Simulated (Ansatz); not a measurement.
# H₄OSSi₂: one species, many methods

The task here is to estimate one member of a computed series from the others.

Program: Ansatz 0.2.0, Gaussian basis. Level of theory: functionals in def2-TZVPP, the program's frozen cores in correlated methods. These are calculated values, not measurements.

Levels to be run: LDA (SPW92), PBE-D4, revPBE-D4, BLYP-D4, r2SCAN-D4, B97M-V, PBE0-D4, B3LYP-D4, r2SCANh-D4, r2SCAN0-D4, HSE06-D4, BHLYP-D4, CAM-B3LYP-D4, LC-ωPBE, ωB97X-V, ωB97M-V, B2PLYP, PBE-QIDH; CCSD(T)/def2-SVP; CCSD(T)/def2-TZVPP; MP2/def2-QZVPP; extrapolation to the limit; RPA on PBE.

## The geometry

The geometry comes from an earlier relaxation with PBE0-D4 in a triple-zeta def2 set; it is a stationary point, not always the lowest conformer.

SMILES `O[SiH]1[SiH2]S1`, 8 atoms, charge 0, spin multiplicity 1.

Atoms are counted from 1 here; the program's logs count them from 0.

Bond lengths: O1–Si2 1.638 Å, O1–H5 0.959 Å, Si2–Si3 2.246 Å, Si2–S4 2.135 Å, Si2–H6 1.475 Å, Si3–S4 2.172 Å, Si3–H7 1.484 Å, Si3–H8 1.483 Å. Angles: Si2–O1–H5 117.3°, O1–Si2–Si3 125.8°, O1–Si2–S4 118.6°, O1–Si2–H6 105.3°, Si3–Si2–S4 59.4°, Si3–Si2–H6 124.4°, S4–Si2–H6 116.2°, Si2–Si3–S4 57.8°, Si2–Si3–H7 121.8°, Si2–Si3–H8 125.1°, S4–Si3–H7 113.6°, S4–Si3–H8 114.6°, H7–Si3–H8 110.8°, Si2–S4–Si3 62.8°.

Set-up of the first run:

The input, in.yaml:

```yaml
crystal:
  periodic: [false, false, false]
  atoms:
    - {symbol: O, position_ang: [-0.244048, 2.047091, -0.532755]}
    - {symbol: Si, position_ang: [-0.396915, 0.718360, 0.412484]}
    - {symbol: Si, position_ang: [0.648613, -1.243997, 0.097200]}
    - {symbol: S, position_ang: [-1.457315, -0.966258, -0.358406]}
    - {symbol: H, position_ang: [-0.028731, 1.907826, -1.457266]}
    - {symbol: H, position_ang: [-0.842248, 1.223481, 1.724486]}
    - {symbol: H, position_ang: [1.487533, -1.500901, -1.100007]}
    - {symbol: H, position_ang: [0.925311, -2.242702, 1.158464]}
basis:
  gaussian: {orbitals: def2-TZVPP}
hamiltonian: {xc: lda}
output: {orbitals: {seedname: orbitals}}
```

On the command line:

```sh
$ ansatz run in.yaml --threads 2 --pin off --events-out ev --progress --plain --max-ram 4352MiB
```

Among the steps run: LDA; PBE-D4 (GGA); revPBE-D4 (GGA); BLYP-D4 (GGA); r2SCAN-D4 (meta-GGA); B97M-V (meta-GGA); B3LYP-D4 (hybrid); r2SCANh-D4 (hybrid); r2SCAN0-D4 (hybrid); HSE06-D4 (hybrid); BHLYP-D4 (hybrid); CAM-B3LYP-D4 (range-separated); LC-ωPBE (range-separated); ωB97X-V (range-separated); ωB97M-V (range-separated); B2PLYP (double hybrid); PBE-QIDH (double hybrid).

One table of the session follows, with a row left open; its other results are not shown here.

It belongs to the step «Frontier levels by functional». 

| functional | HOMO (eV) | gap (eV) |
| --- | --- | --- |
| LDA (SPW92) | -6.12 | 4.58 |
| PBE-D4 | -6.00 | 4.68 |
| revPBE-D4 | -5.96 | 4.72 |
| BLYP-D4 | -5.85 | 4.67 |
| r2SCAN-D4 | -6.23 | 5.20 |
| B97M-V | -6.29 | 5.15 |
| PBE0-D4 | -7.07 | 6.59 |
| B3LYP-D4 | -6.86 | 6.19 |
| r2SCANh-D4 | -6.62 | 5.88 |
| r2SCAN0-D4 | -7.21 | 6.90 |
| HSE06-D4 | ? | ? |
| BHLYP-D4 | -7.99 | 8.43 |
| CAM-B3LYP-D4 | -8.27 | 8.83 |
| LC-ωPBE | -9.54 | 11.23 |
| ωB97X-V | -9.23 | 10.80 |
| ωB97M-V | -9.03 | 10.32 |

Q: Estimate the row for HSE06-D4 from the others.

The run gave: HOMO (eV): -6.67; gap (eV): 5.82. In the column «HOMO (eV)» it lies between B3LYP-D4 (-6.86) and r2SCANh-D4 (-6.62).
